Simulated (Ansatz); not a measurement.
# TaN (P6/mmm): equation of state with a fit in Python

The task is an equation of state with a fit, for TaN (P6/mmm).

Computed with the Python package of Ansatz 0.2.0. Level of theory: DFT r2SCAN, plane waves, PAW.

## (1) The system

The structure is hexagonal, space group P6/mmm (No. 191). Conventional cell: a = 5.191 Å, b = 5.191 Å, c = 2.908 Å, α = 90.00°, β = 90.00°, γ = 120.00°. Ta (site symmetry 6/mmm) has 6 N at 2.60 Å and 2 Ta at 2.91 Å as nearest neighbours. Around Ta (site symmetry -6m2) lie 6 N at 2.09 Å. Around N (site symmetry mmm) lie 6 Ta at 2.09 to 2.60 Å.

No structure file is read: the coordinates are typed or built in the script.

## (2) The code

Contents of tan.py:

```python
"""Equation of state of TaN."""

import ansatz as az
import numpy as np

FILLING = "Gaussian"
SIGMA = 0.1
CUTOFF = 600
MESH = (5, 5, 8)

vectors0 = np.array([
    [5.191, 0.0, 0.0],
    [-2.5955, 4.495538, 0.0],
    [0.0, 0.0, 2.908],
])
sites = [
    ("Ta", (0.0, 0.0, 0.0)),
    ("Ta", (1 / 3, 2 / 3, 0.5)),
    ("Ta", (2 / 3, 1 / 3, 0.5)),
    ("N", (0.5, 0.0, 0.0)),
    ("N", (0.5, 0.5, 0.0)),
    ("N", (0.0, 0.5, 0.0)),
]


def on_lattice(cell):
    crystal = az.Crystal(lattice=az.Lattice.of(cell))
    for symbol, position in sites:
        crystal = crystal.atom(symbol, position)
    return crystal


def main() -> None:
    # uniform scaling of the cell
    volumes, energies, pressures = [], [], []
    for scale in np.linspace(0.95, 1.07, 5):
        cell = vectors0 * scale ** (1 / 3)
        calc = on_lattice(cell).calculation()
        calc = calc.functional(az.Functional.R2SCAN)
        calc = calc.occupations(FILLING, width=SIGMA)
        calc = calc.basis(CUTOFF).kpoints(*MESH)
        calc = calc.stress()
        rep = calc.run(threads=1, pin="off").report
        volumes.append(abs(np.linalg.det(cell)) / len(sites))
        energies.append(rep["free_energy_ev"] / len(sites))
        pressures.append(np.trace(rep["stress_gpa"]) / 3)
        print(f"V = {volumes[-1]:8.4f} A^3/atom  F = {energies[-1]:.5f} eV/atom  P = {pressures[-1]:8.3f} GPa")

    # third-order Birch-Murnaghan: a cubic in V^(-2/3)
    x = np.array(volumes) ** (-2 / 3)
    poly = np.polynomial.Polynomial.fit(x, energies, 3).convert()
    roots = poly.deriv().roots()
    x0 = min((r.real for r in roots if abs(r.imag) < 1e-9 and poly.deriv(2)(r.real) > 0), key=lambda r: abs(r - x.mean()))
    v0 = x0 ** -1.5
    b0 = 4 / 9 * poly.deriv(2)(x0) * v0 ** (-7 / 3) * 160.21766
    b1 = 4 + 2 / 3 * x0 * poly.deriv(3)(x0) / poly.deriv(2)(x0)
    print(f"V0 = {v0:.4f} A^3/atom, B0 = {b0:.1f} GPa, dB/dP = {b1:.2f}")


if __name__ == "__main__":
    main()
```

## (3) The calls as engine input

The package turns the script's settings into the engine's input (first run):

```yaml
crystal:
  lattice:
    - [5.10299994880368, 0.0, 0.0]
    - [-2.55149997440184, 4.419327717943555, 0.0]
    - [0.0, 0.0, 2.858702340805452]
  atoms:
    - { symbol: Ta, position: [0.0, 0.0, 0.0] }
    - { symbol: Ta, position: [0.3333333333333333, 0.6666666666666666, 0.5] }
    - { symbol: Ta, position: [0.6666666666666666, 0.3333333333333333, 0.5] }
    - { symbol: "N", position: [0.5, 0.0, 0.0] }
    - { symbol: "N", position: [0.5, 0.5, 0.0] }
    - { symbol: "N", position: [0.0, 0.5, 0.0] }
basis:
  ecutwfc: 600.0
kpoints:
  mp_grid:
    grid: [5, 5, 8]
hamiltonian:
  xc: r2scan
scf:
  occupations:
    method: gaussian
    width: 0.1
output:
  stress: true
```

## (4) Running it

On the command line:

```bash
python tan.py
```

Standard output:

```text
V =  10.7448 A^3/atom  F = -5165.39691 eV/atom  P =   24.397 GPa
V =  11.0841 A^3/atom  F = -5165.43520 eV/atom  P =   12.083 GPa
V =  11.4234 A^3/atom  F = -5165.44934 eV/atom  P =    1.537 GPa
V =  11.7628 A^3/atom  F = -5165.44278 eV/atom  P =   -7.496 GPa
V =  12.1021 A^3/atom  F = -5165.41851 eV/atom  P =  -15.228 GPa
V0 = 11.4776 A^3/atom, B0 = 321.6 GPa, dB/dP = 4.23
```

Run time: 52 s. Hardware: 1 thread of Arm Neoverse V1, shared host; peak memory 0.67 GiB.

## (5) What changed from run to run

The engine's inputs for some of the other runs:

Run 3, against run 1:

```diff
@@ -3,3 +3,3 @@
-    - [5.10299994880368, 0.0, 0.0]
-    - [-2.55149997440184, 4.419327717943555, 0.0]
-    - [0.0, 0.0, 2.858702340805452]
+    - [5.208245973866985, 0.0, 0.0]
+    - [-2.6041229869334925, 4.5104734519102365, 0.0]
+    - [0.0, 0.0, 2.9176612005403952]
```

Run 4, against run 1:

```diff
@@ -3,3 +3,3 @@
-    - [5.10299994880368, 0.0, 0.0]
-    - [-2.55149997440184, 4.419327717943555, 0.0]
-    - [0.0, 0.0, 2.858702340805452]
+    - [5.25931046523054, 0.0, 0.0]
+    - [-2.62965523261527, 4.554696599930952, 0.0]
+    - [0.0, 0.0, 2.946267546309075]
```

Run 5, against run 1:

```diff
@@ -3,3 +3,3 @@
-    - [5.10299994880368, 0.0, 0.0]
-    - [-2.55149997440184, 4.419327717943555, 0.0]
-    - [0.0, 0.0, 2.858702340805452]
+    - [5.309402151106365, 0.0, 0.0]
+    - [-2.6547010755531826, 4.598077273662185, 0.0]
+    - [0.0, 0.0, 2.974328926106205]
```

## (6) The engine's runs

From the records of these 5 runs:

```csv
run,volume (Å³/atom),energy from run 3 (meV/atom),pressure (GPa),SCF cycles,CPU time (s)
1,10.745,52.42,24.40,7,10
2,11.084,14.13,12.08,7,9.6
3,11.423,0.00,1.54,7,10
4,11.763,6.56,-7.50,7,10
5,12.102,30.83,-15.23,8,11
```

Energies are free energies F = E - TS of the smeared occupations. 

## (7) What came out

| quantity | value |
| --- | --- |
| runs compared | 5 |
| range of energy | 52.42 meV/atom |
| lowest point, volume (Å³/atom) | 11.423 |
| equilibrium volume (fit) | 11.48 Å³/atom |
| bulk modulus (fit) | 322 GPa |

In words: A third-order Birch-Murnaghan fit through the 5 points has its minimum at 11.48 Å³ an atom, 1.5 % above the typed cell, with a bulk modulus of 322 GPa and dB/dP = 4.2. From that minimum the energy rises by 52.7 meV an atom on the compressed side and 31.1 meV on the expanded side. No spin polarisation was allowed. Shape and fractional positions are held along the curve, so the bulk modulus is an upper value where they are free to relax. The mesh is modest for a metal, so energies can be off by several to tens of meV an atom and pressures by half a GPa or more; differences at equal mesh fare better. Pressure is positive in compression. Spin-orbit coupling, which matters for elements this heavy, is left out.
